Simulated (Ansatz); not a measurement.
# ClGaH2OS: one species, many methods

One table from this session's results is given with a row withheld; the runs are named, their logs left out.

Computed with Ansatz 0.2.0, Gaussian basis. Level: functionals in def2-TZVPP, the program's frozen cores in correlated methods.

Levels to be run: PBE-D4, r2SCAN-D4, PBE0-D4, B3LYP-D4, ωB97X-V, ωB97M-V, B2PLYP; CCSD(T)/def2-TZVPP; CCSD(T)/def2-QZVPP; extrapolation to the limit.

## Structure used throughout

All runs share one geometry, relaxed beforehand with PBE0-D4 in a triple-zeta def2 set.

SMILES `[OH][Ga]([SH])[Cl]`, 6 atoms, charge 0, spin multiplicity 1.

Atoms are counted from 1 here; the program's logs count them from 0.

Bond lengths: O1–Ga2 1.771 Å, O1–H5 0.960 Å, Ga2–S3 2.185 Å, Ga2–Cl4 2.125 Å, S3–H6 1.344 Å. Angles: Ga2–O1–H5 114.1°, O1–Ga2–S3 123.2°, O1–Ga2–Cl4 115.8°, S3–Ga2–Cl4 120.9°, Ga2–S3–H6 92.4°.

Set-up of the first run:

Contents of in.yaml:

```yaml
crystal:
  periodic: [false, false, false]
  atoms:
    - {symbol: O, position_ang: [-0.537521, 1.653166, 0.739242]}
    - {symbol: Ga, position_ang: [-0.240078, 0.161394, -0.167447]}
    - {symbol: S, position_ang: [1.239880, -1.330545, 0.432696]}
    - {symbol: Cl, position_ang: [-1.422756, -0.113969, -1.911815]}
    - {symbol: H, position_ang: [0.009356, 1.751269, 1.522185]}
    - {symbol: H, position_ang: [0.951119, -2.121305, -0.614861]}
basis:
  gaussian: {orbitals: def2-TZVPP}
hamiltonian: {xc: pbe, dispersion: d4}
output: {forces: true, orbitals: {seedname: orbitals}}
```

The run is started by

```
> ansatz run in.yaml --threads 2 --pin off --events-out ev --progress --plain --max-ram 20480MiB --backend cpu
```

Among the steps run: PBE-D4 (GGA); r2SCAN-D4 (meta-GGA); PBE0-D4 (hybrid); B3LYP-D4 (hybrid); ωB97X-V (range-separated); ωB97M-V (range-separated); B2PLYP (double hybrid); CCSD(T) in def2-TZVPP; CCSD(T) in def2-QZVPP.

One table of the session follows, with a row left open; its other results are not shown here.

```
            method  atomisation energy (kJ/mol)
            PBE-D4                       1889.7
         r2SCAN-D4                            ?
           PBE0-D4                       1847.8
          B3LYP-D4                       1823.6
           ωB97X-V                       1874.8
           ωB97M-V                       1865.4
            B2PLYP                       1826.1
     HF/def2-TZVPP                       1281.4
    MP2/def2-TZVPP                       1891.1
   CCSD/def2-TZVPP                       1783.3
CCSD(T)/def2-TZVPP                       1824.5
           MP2/CBS                       1945.3
       CCSD(T)/CBS                       1878.8
```

Q: Estimate the row for r2SCAN-D4 from the others.

The run gave: atomisation energy (kJ/mol): 1881.9. In the column «atomisation energy (kJ/mol)» it lies between CCSD(T)/CBS (1878.8) and PBE-D4 (1889.7).

To keep in mind: Free atoms (1 O, 1 Ga, 1 S, 1 Cl, 2 H) were run apart at each level; the atomisation energy is their sum less the molecule, without zero-point or spin-orbit terms.
